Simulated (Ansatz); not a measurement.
# NbTe (Pm-3m) in Ansatz: further runs

The runs below take NbTe through single point, with PBE.

All numbers are computed with Ansatz 0.2.0; they aren't measurements. Logs are shortened: lines on timing, memory, paths and dates and some standing lists are left out, and cuts for length are marked.

## Step 1: Starting point

Symmetry: Pm-3m, No. 221, cubic system. The conventional cell has a = 3.426 Å, b = 3.426 Å, c = 3.426 Å, α = 90.00°, β = 90.00°, γ = 90.00°. Nb (site symmetry m-3m) is surrounded by 8 Te at 2.97 Å. Around Te (site symmetry m-3m) lie 8 Nb at 2.97 Å.

The cell was built by a generator and needn't be a form met in nature.

## Step 2: Single point, PBE

input.yaml reads:

```yaml
crystal:
  lattice:
    - [3.4257, 0.0, 0.0]
    - [0.0, 3.4257, 0.0]
    - [0.0, 0.0, 3.4257]
  atoms:
    - { symbol: Nb, position: [0.5, 0.5, 0.5] }
    - { symbol: Te, position: [0.0, 0.0, 0.0] }
hamiltonian:
  xc: pbe
  pseudopotentials: { kind: paw }
kpoints:
  mp_grid: { grid: [8, 8, 8] }
scf:
  occupations: { method: gaussian, width: 0.021 }
output:
  forces: true
  stress: true
  eigenvalues: true
```

Potentials or basis: Ansatz PAW.

Started as:

```bash
$ ansatz run input.yaml --threads 2 --pin off --max-ram 5632MiB --backend cpu --events-out ev --progress --plain --runs-dir out
```

The program printed:

```text
Warning: RAYON_NUM_THREADS=2 ignored (pool sized by the plan → 2); use --threads N
Engine: ansatz 0.2.0, x86_64-unknown-linux-gnu
Pseudopotentials: kind: paw
Pseudopotential: Nb, paw, valence charge 13, recommended cutoff 420 eV (normal), Nb.paw.azcp
Pseudopotential: Te, paw, valence charge 16, recommended cutoff 420 eV (normal), Te.paw.azcp
Functional definition: PBE
  parameter kappa = 0.804
  parameter beta = 0.06672455060314922
  exchange = pbe_x(kappa = kappa, mu = beta*pi^2/3)
  correlation = pbe_c(beta = beta)
Crystal: 2 atoms, lattice volume = 40.202 Å³
Basis set: ecut = 420 eV, 751 PW (Γ), exchange–correlation on 48×48×48 points (8 copies of the dense FFT grid, shifted against one another)
Bands: 19, of which v1, the nominal top of the filled ones, is band 15 counted from 1 (14 counted from 0)
Symmetry: 48 space group operations
Space group: Pm-3m (ITA 221), of the structure as read, at distance tolerance 3.4e-5 Å
k-points: 35 of 512
Non-local potential: Nb, projectors of the file, l = 0: 3, l = 1: 2, l = 2: 2, l = 3: 1
Non-local potential: Te, projectors of the file, l = 0: 2, l = 1: 2, l = 2: 2, l = 3: 2
PAW form: soft (Blöchl's): semilocal exchange-correlation on the pseudo side does not see the compensation charge
PAW one-centre angular grid: Nb, 590 points (default); XC on 64 Gauss nodes
PAW one-centre angular grid: Te, 590 points (default); XC on 64 Gauss nodes
Initial density: superposition of atomic densities (neutral atoms: chi_scale 0, normalization atom), corrected by the library's trained network
Initial wavefunctions: pseudopotential atomic-orbital guess
Functional: x = pbe(κ = 0.804, μ = 0.2195149727645171), c = pbe(β = 0.06672455060314922)
SCF iter   1: F=—  HF=-11532.367643 eV  |F-HF|=—  |Δ(HF+E_count)|=         —  Δρ=3.45e-3  dr2=3.37e-3  ethr=1.77e-3  ⟨swp⟩=6.1  Hψ=3420  notcnv=0
preconditioner: auto → none  [insulator: Δε(μ)=0.024 eV  Ē_g=7.635 eV  σ=0.021 eV  W_gap=0.57  n_scr=6 (ndim 8)  ℏωp=19.4 eV  f_vac=0.000  D(μ)=2.24/eV (n_scr^D=26)  ε∞_Penn≈7.5]
SCF iter   2: F=—  HF=-11532.367567 eV  |F-HF|=—  |Δ(HF+E_count)|=   7.54e-5  Δρ=1.71e-3  dr2=7.51e-4  ethr=1.16e-5  ⟨swp⟩=2.3  Hψ=1361  notcnv=0  defer=2
SCF iter   3: F=—  HF=-11532.367794 eV  |F-HF|=—  |Δ(HF+E_count)|=   2.27e-4  Δρ=4.07e-4  dr2=4.81e-5  ethr=2.59e-6  ⟨swp⟩=2.2  Hψ=958  notcnv=0  defer=2
SCF iter   4: F=—  HF=-11532.367734 eV  |F-HF|=—  |Δ(HF+E_count)|=   6.00e-5  Δρ=1.24e-4  dr2=3.17e-6  ethr=1.66e-7  ⟨swp⟩=2.0  Hψ=1108  notcnv=0  defer=3
SCF iter   5: F=—  HF=-11532.367732 eV  |F-HF|=—  |Δ(HF+E_count)|=   2.51e-6  Δρ=2.03e-5  dr2=1.16e-7  ethr=1.09e-8  ⟨swp⟩=2.0  Hψ=1106  notcnv=0  defer=3
SCF iter   6: F=-11532.367732 eV  HF=-11532.367732 eV  |F-HF|=4.53e-9  |Δ(HF+E_count)|=   8.31e-8  Δρ=4.46e-6  dr2=3.95e-9  ethr=3.45e-10  ⟨swp⟩=5.6  Hψ=2291  notcnv=0
SCF 1 converged in 6 iterations: F = -11532.367732 eV  dr2 = 3.95e-9
SCF converged after 6 iterations
Free energy (F): -11532.367732 eV
Harris-Foulkes:  -11532.367732 eV  (|F-HF|=4.53e-9)
Internal energy: -11532.367219 eV  (E = F + TS)
E sigma→0 (E₀):  -11532.367476 eV
Entropy (-TS):   -0.000512 eV (-0.256 meV/atom)
Fermi energy:    17.372540 eV
--- Per-component energies (eV) ---
  E_band       = -226.260047
  E_kinetic    = 576.690201
  E_local      = -1487.576180  (includes V_loc(G=0)·N_el)
  E_nonlocal   = -188.739367
  E_hartree    = 840.456054
  E_xc         = -300.550265
  E_vxc        = -318.340397  (∫ρ·V_xc dr)
  E_paw        = -7737.158110  (= ΣΔE_a)
  E_vpaw       = -489.203864  (= ΣTr[D̂ρ^β])
  E_aug_tail   = -0.000157  (compensation charges beyond the density's cutoff)
  E_ewald      = -3235.489395
  E_smearing   = -0.000512  (= −TS)
  E_closure    = -0.000000  (closes the sum)
  Σ components = -11532.367732   (vs F -11532.367732, Δ=0.00e0)
--- Forces (eV/Å), atoms counted from 1 ---
  atom   1  Nb     0.00000000    -0.00000000     0.00000000
  atom   2  Te    -0.00000000     0.00000000     0.00000000
  max |Σ_I F_I| component: 2.93e-29 eV/Å
--- Stress (GPa, compression-positive) ---
       -0.111971       0.000000       0.000000
        0.000000      -0.111971       0.000000
        0.000000       0.000000      -0.111971
  P = ⅓ Tr σ = -0.1120 GPa (-1.120 kbar)
--- Band table (eV; the first three rows and the last of 35) ---
  k-point 0: bands = ["-37.8770", "-20.3664", "-20.3664", "-20.3411", "-20.3411", "-20.3411", "-13.8964", "-13.8964", "-13.8964", "2.9941", "14.7201", "14.7201", "16.1669", "16.1669", "16.1669", "18.4384", "18.4384", "18.4384", "20.9377"]
  k-point 1: bands = ["-37.8752", "-20.3663", "-20.3623", "-20.3427", "-20.3427", "-20.3410", "-13.9260", "-13.8925", "-13.8925", "3.1801", "13.7600", "14.8129", "15.8002", "15.8002", "16.4371", "18.4599", "18.9501", "18.9501", "21.7969"]
  k-point 2: bands = ["-37.8708", "-20.3660", "-20.3523", "-20.3465", "-20.3465", "-20.3408", "-13.9968", "-13.8833", "-13.8833", "3.6948", "11.9033", "15.0582", "15.1880", "15.1880", "17.3814", "18.5129", "20.0338", "20.0338", "22.8247"]
  k-point 34: bands = ["-37.8408", "-20.3624", "-20.3624", "-20.3624", "-20.3218", "-20.3218", "-14.0211", "-14.0211", "-14.0211", "7.0647", "10.9474", "10.9474", "10.9474", "19.4458", "19.4458", "19.4458", "19.9822", "19.9822", "22.1972"]
```

Run time: 1.2 s. Hardware: 2 threads of Intel Xeon at 2.70GHz, shared host; peak memory 0.34 GiB.

Results:

| Quantity | Value |
| --- | --- |
| Free energy | -11532.3677 eV |
| Pressure | -0.1 GPa |
| Band gap on the k mesh | none (metal or under the smearing width) |

The run has no spin-orbit coupling, so splittings on Te are missing.

## Step 3: Single point, PBE

Changes to input.yaml since step 2:

```diff
@@ -14,3 +14,3 @@
 scf:
-  occupations: { method: gaussian, width: 0.021 }
+  occupations: { method: gaussian, width: 0.022 }
 output:
@@ -19 +19,5 @@
   eigenvalues: true
+  write_density: true
+  write_potential: true
+  elf: true
+  volumetric_format: npy
```

Potentials or basis: Ansatz PAW.

Started as:

```bash
$ ansatz run input.yaml --threads 2 --pin off --max-ram 5632MiB --backend cpu --events-out ev --progress --plain --runs-dir out
```

Wall time 1.3 s (2 threads of Intel Xeon at 2.70GHz, shared host); peak memory 0.35 GiB.

It converged, with:

```
Free energy            : -11532.3678 eV
Pressure               : -0.1 GPa
Band gap on the k mesh : none (metal or under the smearing width)
```

Levels at points of the mesh, in eV from the Fermi level:
```
              k point  band 10  band 11  band 12  band 13  band 14  band 15  band 16  band 17  band 18  band 19
   (0.00, 0.00, 0.00)   -14.38    -2.65    -2.65    -1.21    -1.21    -1.21     1.07     1.07     1.07     3.56
  (0.00, 0.00, -0.50)   -12.64    -7.81    -2.80    -2.80    -1.90     1.22     2.28     4.57     4.78     4.78
 (0.00, -0.50, -0.50)   -12.06    -5.54    -5.54    -2.60    -0.35    -0.35     0.60     1.21     2.50     4.07
(-0.50, -0.50, -0.50)   -10.31    -6.43    -6.43    -6.43     2.07     2.07     2.07     2.61     2.61     4.82
```

Spin-orbit coupling is left out, which matters for the levels of Te.

## Step 4: Single point, PBE

Changes to input.yaml since step 3:

```diff
@@ -14,3 +14,3 @@
 scf:
-  occupations: { method: gaussian, width: 0.022 }
+  occupations: { method: gaussian, width: 0.023 }
 output:
@@ -19,5 +19 @@
   eigenvalues: true
-  write_density: true
-  write_potential: true
-  elf: true
-  volumetric_format: npy
```

Started as:

```bash
$ ansatz run input.yaml --threads 2 --pin off --max-ram 5632MiB --backend cpu --events-out ev --progress --plain --runs-dir out
```

It took 0.97 s on 2 threads of Intel Xeon at 2.70GHz, shared host; peak memory 0.34 GiB.

Results (log left out):

```
Free energy            : -11532.3678 eV
Pressure               : -0.1 GPa
Band gap on the k mesh : none (metal or under the smearing width)
```

Levels at points of the mesh, in eV from the Fermi level:
| k point | band 10 | band 11 | band 12 | band 13 | band 14 | band 15 | band 16 | band 17 | band 18 | band 19 |
| --- | --- | --- | --- | --- | --- | --- | --- | --- | --- | --- |
| (0.00, 0.00, 0.00) | -14.38 | -2.65 | -2.65 | -1.21 | -1.21 | -1.21 | 1.06 | 1.06 | 1.06 | 3.56 |
| (0.00, 0.00, -0.50) | -12.64 | -7.81 | -2.80 | -2.80 | -1.90 | 1.22 | 2.28 | 4.57 | 4.78 | 4.78 |
| (0.00, -0.50, -0.50) | -12.06 | -5.54 | -5.54 | -2.60 | -0.35 | -0.35 | 0.60 | 1.21 | 2.50 | 4.07 |
| (-0.50, -0.50, -0.50) | -10.31 | -6.43 | -6.43 | -6.43 | 2.07 | 2.07 | 2.07 | 2.61 | 2.61 | 4.82 |

## Step 5: Overview

| smearing | gap on the mesh (eV) | pressure (GPa) |
| --- | --- | --- |
| gaussian 0.021 eV | none | -0.1 |
| gaussian 0.022 eV | none | -0.1 |
| gaussian 0.023 eV | none | -0.1 |

Alike in all rows: task single point; level PBE; potentials or basis Ansatz PAW; no spin polarisation; cell as given; k mesh 8 × 8 × 8; cutoff (eV) 420.

Every run on the cell as given and a fine mesh finds a metal.

Absolute energies hang on the potentials; compare differences alone.
